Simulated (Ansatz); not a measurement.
Predict the output of the script below (the Python package of Ansatz (0.2.0)).

`lattice.py`:
```python
"""How the lattice of Li3Sn depends on the functional."""

import warnings

import ansatz as az
import numpy as np

def edges_and_angles(cell):
    cell = np.asarray(cell)
    a, b, c = np.linalg.norm(cell, axis=1)
    cosines = cell[1] @ cell[2] / (b * c), cell[0] @ cell[2] / (a * c), cell[0] @ cell[1] / (a * b)
    return (a, b, c, *np.degrees(np.arccos(cosines)))


def main() -> None:
    warnings.simplefilter("ignore", az.DeckWarning)

    structure = (
        az.Lattice.fcc(6.543744)
        .space_group(225)
        .atom("Li", (0.25, 0.75, 0.75))
        .atom("Li", (0.5, 0.0, 0.0))
        .atom("Sn", (0.0, 0.0, 0.0))
        .primitive()
    )

    calc = (
        structure.calculation()
        .kpoints(mesh=(6, 6, 6))  # the mesh must be finer for metals
        .occupations("cold")
        .scf(tolerance=1e-08)
        .relax(cell=True, force_tolerance=0.005)  # relax until the tolerances are met
    )

    levels = [("blyp", "d3bj"), ("pbesol", "d3bj"), ("lda", "none")]
    print("level            a       b       c    alpha   beta  gamma  V/atom  steps")
    for name, dispersion in levels:
        seen = []
        run = calc.functional(name, dispersion=dispersion).session().plan()
        outcome = run.execute(on_event=lambda e: seen.append(e) if e["event"] == "relax_step" else None)
        cell = outcome.lattice.cell_ang
        label = name if dispersion == "none" else f"{name}+{dispersion}"
        print("{:13s} {:7.4f} {:7.4f} {:7.4f} {:6.2f} {:6.2f} {:6.2f}".format(label, *edges_and_angles(cell)), f"{abs(np.linalg.det(cell)) / len(outcome.lattice.sites):7.3f} {len(seen):5d}")


if __name__ == "__main__":
    main()
```

```console
$ python lattice.py
level            a       b       c    alpha   beta  gamma  V/atom  steps
blyp+d3bj      4.3925  4.3925  4.3925  60.00  60.00  60.00  14.982     5
pbesol+d3bj    4.4782  4.4782  4.4782  60.00  60.00  60.00  15.876     5
lda            4.5151  4.5151  4.5151  60.00  60.00  60.00  16.271     5
```

From smallest to largest: BLYP+D3BJ (14.98 Å³ an atom, -14.5 % against the start), PBEsol+D3BJ (15.88 Å³ an atom, -9.3 % against the start) and LDA (16.27 Å³ an atom, -7.1 % against the start). The spread is 8.6 % in volume.

Caveats:
- Forces vanish by symmetry, so the ions can't move, and the end may be a saddle.
- BLYP and dispersion corrections can be off by several per cent in the lattices of metals, and by several GPa in the pressure at a fixed cell.
- The mesh is modest for a metal, so energies can be off by several to tens of meV an atom and pressures by half a GPa or more; differences at equal mesh fare better.
- The program warned that this SCF threshold is loose for forces or stresses.
- Edges and angles are those of the cell as typed, here a primitive one, not of the conventional cell.
- The structure comes from a database of computed cells and needn't be a stable or known phase.
- The script silences the warnings on its input, which a real study should read.
- Hardware and time: 9.7 s on 1 thread of Intel(R) Xeon(R) Platinum 8488C (Sapphire Rapids), with other jobs on the host, peak memory 0.46 GiB.

(A comment or docstring line of the script was reworded after the run, the code is as it ran.)
